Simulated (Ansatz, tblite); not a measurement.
# SiMe(OiPr)3 (C₁₀H₂₄O₃Si): spin-state energies by level

Is the singlet the ground state of SiMe(OiPr)3 (C₁₀H₂₄O₃Si)? Other spin states are computed and compared level by level.

Method: as each input shows; program: Ansatz 0.2.0, Gaussian basis.

Plan: triplet, at the geometry of the singlet (GFN1-xTB, GFN2-xTB, PBE0-D4/def2-TZVP, PBE-D4/def2-TZVP, r2SCAN-D4/def2-TZVP); the singlet's energies come from earlier runs.

## (1) The geometry

The geometry is that of the singlet, from an earlier relaxation (PBE-D4/def2-SVP).

38 atoms, charge 0, spin multiplicity 1.

Bond lengths: Si1–C2 1.875 Å, Si1–O6 1.671 Å, Si1–O17 1.671 Å, Si1–O28 1.670 Å, C2–H3 1.109 Å, C2–H4 1.109 Å, C2–H5 1.109 Å, O6–C7 1.436 Å, C7–C8 1.525 Å, C7–C9 1.528 Å, C7–H10 1.118 Å, C8–H11 1.109 Å, C8–H12 1.109 Å, C8–H13 1.108 Å, C9–H14 1.107 Å, C9–H15 1.109 Å, C9–H16 1.109 Å, O17–C18 1.435 Å and more. Angles: C2–Si1–O6 111.2°, C2–Si1–O17 111.2°, C2–Si1–O28 111.3°, O6–Si1–O17 107.8°, O6–Si1–O28 107.3°, O17–Si1–O28 107.8°, Si1–C2–H3 111.2°, Si1–C2–H4 111.0°, Si1–C2–H5 111.0°, H3–C2–H4 107.8°, H3–C2–H5 107.9°, H4–C2–H5 107.8°, Si1–O6–C7 124.9°, O6–C7–C8 107.8°, O6–C7–C9 109.5°, O6–C7–H10 109.5°, C8–C7–C9 113.2°, C8–C7–H10 108.4° and more.

## (2) Triplet at the fixed geometry, GFN1-xTB

Tight binding, by tblite at 300 K electronic temperature and without a spin-polarisation term:

```python
tblite.interface.Calculator('GFN1-xTB', numbers, positions, charge=0, uhf=2).singlepoint()
```

Energy -1359.9721 eV; 0.1 s.

## (3) Triplet at the fixed geometry, GFN2-xTB

Tight binding, by tblite at 300 K electronic temperature and without a spin-polarisation term:

```python
tblite.interface.Calculator('GFN2-xTB', numbers, positions, charge=0, uhf=2).singlepoint()
```

Energy -1290.6945 eV; 0.053 s.

## (4) Triplet at the fixed geometry, PBE0-D4/def2-TZVP

File in.yaml:

```yaml
crystal:
  periodic: [false, false, false]
  atoms:
    - {symbol: Si, position_ang: [0.092663, -0.064479, 0.488530]}
    - {symbol: C, position_ang: [0.429405, -0.356385, 2.309557]}
    - {symbol: H, position_ang: [-0.512703, -0.365459, 2.895191]}
    - {symbol: H, position_ang: [1.080373, 0.439416, 2.726349]}
    - {symbol: H, position_ang: [0.938679, -1.329023, 2.469322]}
    - {symbol: O, position_ang: [1.499565, -0.157650, -0.408901]}
    - {symbol: C, position_ang: [2.269137, -1.353058, -0.609807]}
    - {symbol: C, position_ang: [3.740873, -0.957147, -0.657981]}
    - {symbol: C, position_ang: [1.793558, -2.056825, -1.879411]}
    - {symbol: H, position_ang: [2.117557, -2.044900, 0.255583]}
    - {symbol: H, position_ang: [3.919432, -0.258574, -1.501203]}
    - {symbol: H, position_ang: [4.388551, -1.846155, -0.796902]}
    - {symbol: H, position_ang: [4.038998, -0.447505, 0.279646]}
    - {symbol: H, position_ang: [0.717899, -2.305223, -1.795097]}
    - {symbol: H, position_ang: [1.929570, -1.390473, -2.755904]}
    - {symbol: H, position_ang: [2.365306, -2.990877, -2.055656]}
    - {symbol: O, position_ang: [-0.577626, 1.444131, 0.232318]}
    - {symbol: C, position_ang: [0.068391, 2.701378, 0.479398]}
    - {symbol: C, position_ang: [-1.008509, 3.704595, 0.880688]}
    - {symbol: C, position_ang: [0.855038, 3.129030, -0.759832]}
    - {symbol: H, position_ang: [0.783702, 2.591936, 1.332686]}
    - {symbol: H, position_ang: [-1.741266, 3.824156, 0.055747]}
    - {symbol: H, position_ang: [-0.565989, 4.696530, 1.103063]}
    - {symbol: H, position_ang: [-1.555202, 3.353197, 1.778587]}
    - {symbol: H, position_ang: [1.606747, 2.358704, -1.020263]}
    - {symbol: H, position_ang: [0.166809, 3.247331, -1.622337]}
    - {symbol: H, position_ang: [1.373863, 4.094486, -0.588402]}
    - {symbol: O, position_ang: [-0.963925, -1.204286, -0.123425]}
    - {symbol: C, position_ang: [-2.323524, -1.401025, 0.289282]}
    - {symbol: C, position_ang: [-2.649113, -2.881619, 0.119109]}
    - {symbol: C, position_ang: [-3.245403, -0.486629, -0.518667]}
    - {symbol: H, position_ang: [-2.425876, -1.140104, 1.372569]}
    - {symbol: H, position_ang: [-2.545548, -3.172838, -0.947029]}
    - {symbol: H, position_ang: [-3.686448, -3.101097, 0.443565]}
    - {symbol: H, position_ang: [-1.953708, -3.506062, 0.715361]}
    - {symbol: H, position_ang: [-2.953570, 0.572549, -0.379118]}
    - {symbol: H, position_ang: [-3.164815, -0.727674, -1.599077]}
    - {symbol: H, position_ang: [-4.302901, -0.612377, -0.207523]}
basis:
  gaussian: {orbitals: def2-TZVP, fitting: {mean_field: def2-universal-jkfit}}
magnetization: {spin_polarized: true, initial_magnetization: 2}
hamiltonian: {xc: pbe0, dispersion: d4}
scf: {omitted_lower_state_checks: [starts]}
output: {orbitals: {seedname: orbitals}}
```

Command:

```sh
> ansatz run in.yaml --threads 2 --pin off --events-out ev --progress --plain --max-ram 32768MiB --backend cuda --devices 0, --max-vram 18GiB
```

Output:

```text
Functional definition: PBE0
  name "PBE0"
  cite "Adamo & Barone, J. Chem. Phys. 110, 6158 (1999) doi:10.1063/1.478522"
  cite "Perdew, Burke & Ernzerhof, Phys. Rev. Lett. 77, 3865 (1996) doi:10.1103/PhysRevLett.77.3865"
  parent pbe
  parameter a = 0.25
  parameter kappa = 0.804
  parameter beta = 0.06672455060314922
  exchange = (1 - a)*pbe_x(kappa = kappa, mu = beta*pi^2/3) + a*exact_x
  correlation = pbe_c(beta = beta)
these checks for a lower state are left out or cut short: starts
1541 factors; integrals over basis functions are off by at most 8.7e-1 eV
mean field evaluation 1: about -24731.5730 eV, gradient 8.2e1 eV
mean field evaluation 2: about -24716.0586 eV, gradient 1.0e2 eV
mean field evaluation 4: about -24760.8605 eV, gradient 1.1e1 eV
mean field evaluation 8: about -24761.4687 eV, gradient 5.7e-1 eV
mean field evaluation 16: about -24761.4740 eV, gradient 3.0e-2 eV
mean field evaluation 32: about -24761.4740 eV, gradient 8.5e-5 eV
mean field -24761.47403919 eV, -909.9673870101 hartree, gradient 1.1e-5 eV, S^2 2.005833; 0 other end points of the search recorded, 0 dependent functions left out
reference -24761.47410414 eV, -909.9673893973 hartree; 62, 60 occupied and 522, 524 virtual orbitals, 1541 factors
Total energy: -24762.36580384 eV, -910.0001587567 hartree
Checks for a lower state left out: starts
```

Wall time 8.5 s (1 × H100 (card shared with other runs) with 2 threads of AMD EPYC 7R13, shared host); peak host memory 1.2 GiB.

From the report: HOMO -0.81 eV, LUMO -6.91 eV (over both spins; with the spin held, an empty level of the minority spin lies below the top filled one); ⟨S²⟩ 2.006 (pure: 2.00).

## (5) Triplet at the fixed geometry, PBE-D4/def2-TZVP

start.molden holds the orbitals of an earlier run on this state, given as this run's starting guess.

in.yaml, as its differences from that of step 4:

```diff
@@ -42,5 +42,5 @@
 basis:
-  gaussian: {orbitals: def2-TZVP, fitting: {mean_field: def2-universal-jkfit}}
+  gaussian: {orbitals: def2-TZVP, fitting: {mean_field: def2-universal-jkfit}, initial_orbitals: start.molden}
 magnetization: {spin_polarized: true, initial_magnetization: 2}
-hamiltonian: {xc: pbe0, dispersion: d4}
+hamiltonian: {xc: pbe, dispersion: d4}
 scf: {omitted_lower_state_checks: [starts]}
```

Same command.

Output:

```text
Functional definition: PBE
  name "PBE"
  cite "Perdew, Burke & Ernzerhof, Phys. Rev. Lett. 77, 3865 (1996) doi:10.1103/PhysRevLett.77.3865"
  parent pbe
  parameter kappa = 0.804
  parameter beta = 0.06672455060314922
  exchange = pbe_x(kappa = kappa, mu = beta*pi^2/3)
  correlation = pbe_c(beta = beta)
these checks for a lower state are left out or cut short: starts
1541 factors; integrals over basis functions are off by at most 8.7e-1 eV
mean field evaluation 1: about -24759.2607 eV, gradient 1.2e1 eV
mean field evaluation 2: about -24759.6054 eV, gradient 4.6e-1 eV
mean field evaluation 4: about -24759.6219 eV, gradient 9.5e-2 eV
mean field evaluation 8: about -24759.6220 eV, gradient 5.0e-5 eV
mean field evaluation 16: about -24759.6220 eV, gradient 7.2e-6 eV
mean field -24759.62196334 eV, -909.8993244783 hartree, gradient 7.2e-6 eV, S^2 2.001525; 0 other end points of the search recorded, 0 dependent functions left out
reference -24759.62205093 eV, -909.8993276971 hartree; 62, 60 occupied and 522, 524 virtual orbitals, 1541 factors
Total energy: -24760.64984302 eV, -909.9370983596 hartree
Checks for a lower state left out: starts
```

Wall time 6 s (1 × H100 (card shared with other runs) with 2 threads of AMD EPYC 7R13, shared host); peak host memory 1.2 GiB.

Report: HOMO -0.53 eV, LUMO -7.07 eV (over both spins; with the spin held, an empty level of the minority spin lies below the top filled one); ⟨S²⟩ 2.002 (pure: 2.00).

## (6) Triplet at the fixed geometry, r2SCAN-D4/def2-TZVP

in.yaml, as its differences from that of step 5:

```diff
@@ -44,3 +44,3 @@
 magnetization: {spin_polarized: true, initial_magnetization: 2}
-hamiltonian: {xc: pbe, dispersion: d4}
+hamiltonian: {xc: r2scan, dispersion: d4}
 scf: {omitted_lower_state_checks: [starts]}
```

Launched as before.

Output, shortened:

```text
Functional definition: r2SCAN
  name "r2SCAN"
  cite "Furness, Kaplan, Ning, Perdew & Sun, J. Phys. Chem. Lett. 11, 8208 (2020) doi:10.1021/acs.jpclett.0c02405"
  cite "Furness, Kaplan, Ning, Perdew & Sun, J. Phys. Chem. Lett. 11, 9248 (2020) doi:10.1021/acs.jpclett.0c03077"
  parent r2scan
[...]
1541 factors; integrals over basis functions are off by at most 8.7e-1 eV
[...]
mean field -24774.84689006 eV, -910.4588302152 hartree, gradient 2.5e-5 eV, S^2 2.004594; 0 other end points of the search recorded, 0 dependent functions left out
reference -24774.84691822 eV, -910.4588312502 hartree; 62, 60 occupied and 522, 524 virtual orbitals, 1541 factors
Total energy: -24775.16202760 eV, -910.4704113064 hartree
Checks for a lower state left out: starts
```

Run time: 7.5 s. Hardware: 1 × H100 (card shared with other runs) with 2 threads of AMD EPYC 7R13, shared host; peak host memory 1.2 GiB.

Report: HOMO -0.44 eV, LUMO -7.22 eV (over both spins; with the spin held, an empty level of the minority spin lies below the top filled one); ⟨S²⟩ 2.005 (pure: 2.00).

## (7) Triplet less singlet, vertical

The singlet's energies are those of its earlier runs, whose logs aren't repeated here.

```csv
level,"triplet less singlet, vertical (eV)",time
GFN1-xTB,+8.292,0.16 s
GFN2-xTB,+8.069,0.086 s
PBE-D4/def2-TZVP,+6.449,14 s
r2SCAN-D4/def2-TZVP,+6.932,17 s
PBE0-D4/def2-TZVP,+7.379,15 s
```

Times add the two runs; a level without a time comes out of a correlated run. Tight binding without a spin term can't rank spin states.

## (8) Results

```
                                                quantity                                   value
triplet less singlet, vertical, functionals in def2-TZVP  +6.449 (PBE-D4) to +7.379 eV (PBE0-D4)
```

In words: All functionals put the triplet above the singlet, over a spread of 0.930 eV. The checks for a lower triplet were left out, so another state of that spin may lie lower. These are electronic energies, without zero-point motion, entropy or surroundings.
